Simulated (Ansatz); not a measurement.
# H4OSSi2: the cost of one run

Program: Ansatz 0.2.0. Level of theory: UKS PBE-D4/6-31G*. These are calculated values, not measurements.

### 1 The starting structure

Bond lengths: S1–Si2 2.113 Å, Si2–O3 1.548 Å, O3–Si4 1.605 Å, S1–H5 1.315 Å, Si2–H6 1.500 Å, Si4–H7 1.446 Å, Si4–H8 1.505 Å. Angles: S1–Si2–O3 107.0°, S1–Si2–H6 109.0°, O3–Si2–H6 114.2°, Si2–S1–H5 99.0°, Si2–O3–Si4 129.1°, O3–Si4–H7 106.6°, O3–Si4–H8 99.1°, H7–Si4–H8 118.8°.

As a file:

```xyz
8

S    -1.9950    1.2269   -0.3524
Si   -0.2021    1.1707    0.7645
O     0.3383   -0.2769    0.6796
Si    1.0870   -1.0077   -0.5381
H    -2.4800    0.0502   -0.0227
H     0.7389    2.2112    0.2327
H     2.4441   -1.2518   -0.1012
H     0.1609   -2.1797   -0.7183
```

### 2 End point A

Input file input.yaml:

```yaml
crystal:
  periodic: [false, false, false]
  atoms:
    - { symbol: S, position_ang: [-1.995, 1.2269, -0.3524] }
    - { symbol: Si, position_ang: [-0.2021, 1.1707, 0.7645] }
    - { symbol: O, position_ang: [0.3383, -0.2769, 0.6796] }
    - { symbol: Si, position_ang: [1.087, -1.0077, -0.5381] }
    - { symbol: H, position_ang: [-2.48, 0.0502, -0.0227] }
    - { symbol: H, position_ang: [0.7389, 2.2112, 0.2327] }
    - { symbol: H, position_ang: [2.4441, -1.2518, -0.1012] }
    - { symbol: H, position_ang: [0.1609, -2.1797, -0.7183] }
magnetization:
  spin_polarized: true
basis:
  gaussian: { orbitals: "6-31G*" }
hamiltonian:
  xc: pbe
  dispersion: d4
relax:
  f_tol: 0.02
  max_steps: 50
output:
  orbitals: {}
```

Launch:

```sh
> ansatz run input.yaml --threads 2 --pin off --max-ram 3072MiB --backend cpu --events-out ev --progress --plain --runs-dir out
```

Q: Estimate wall time and peak memory on 2 threads of Arm Neoverse V2, shared host.

About 55 s, with a peak of 0.18 GiB.
